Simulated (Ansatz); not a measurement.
# SiAs4: the cost of one run

Program: Ansatz 0.2.0. Level of theory: DFT PBE, scalar-relativistic, plane waves, PAW. These are calculated values, not measurements.

### 1 Starting point

Symmetry: I4/m, No. 87, tetragonal system. Conventional cell: a = 6.827 Å, b = 6.827 Å, c = 4.223 Å, α = 90.00°, β = 90.00°, γ = 90.00°. Si (site symmetry 4/m) is surrounded by 12 As at 3.02 to 3.05 Å. As (site symmetry m) is surrounded by 9 As at 3.02 to 3.06 Å and 3 Si at 3.02 to 3.05 Å.

As a file:

```
Si As
1.0
    -3.41329    3.41329    2.11132
     3.41329   -3.41329    2.11132
     3.41329    3.41329   -2.11132
Si As
1 4
Direct
  0.00000 0.00000 0.00000
  0.19961 0.59963 0.79924
  0.59963 0.80039 0.40002
  0.40037 0.19961 0.59998
  0.80039 0.40037 0.20076
```

The cell is invented: species swapped into a database cell of ScAg4 (I4/m, No. 87), with Si on the Sc sites and As on the Ag sites. Its size is a rough estimate.

### 2 The guess as it stands, on a coarse mesh

The input, input.yaml:

```yaml
crystal:
  lattice:
    - [-3.41328732, 3.41328732, 2.11132432]
    - [3.41328732, -3.41328732, 2.11132432]
    - [3.41328732, 3.41328732, -2.11132432]
  atoms:
    - { symbol: Si, position: [0.0, 0.0, 0.0] }
    - { symbol: As, position: [0.19961011, 0.59963077, 0.79924089] }
    - { symbol: As, position: [0.59963077, 0.80038989, 0.40002066] }
    - { symbol: As, position: [0.40036923, 0.19961011, 0.59997934] }
    - { symbol: As, position: [0.80038989, 0.40036923, 0.20075911] }
basis:
  ecutwfc: 420
kpoints:
  mp_grid: { grid: [6, 6, 6] }
hamiltonian:
  xc: pbe
scf:
  occupations: { method: gaussian, width: 0.1 }
  lower_state_search: "off"
output:
  forces: true
  stress: true
  eigenvalues: true
```

The run is started by

```console
ansatz run input.yaml --threads 1 --pin off --max-ram 2560MiB --backend cpu --events-out ev --progress --plain --runs-dir out
```

Q: Estimate wall time and peak memory on 1 thread of Intel Xeon at 2.50GHz (Skylake/Cascade Lake), shared host.

About 9.8 s, with a peak of 0.43 GiB.
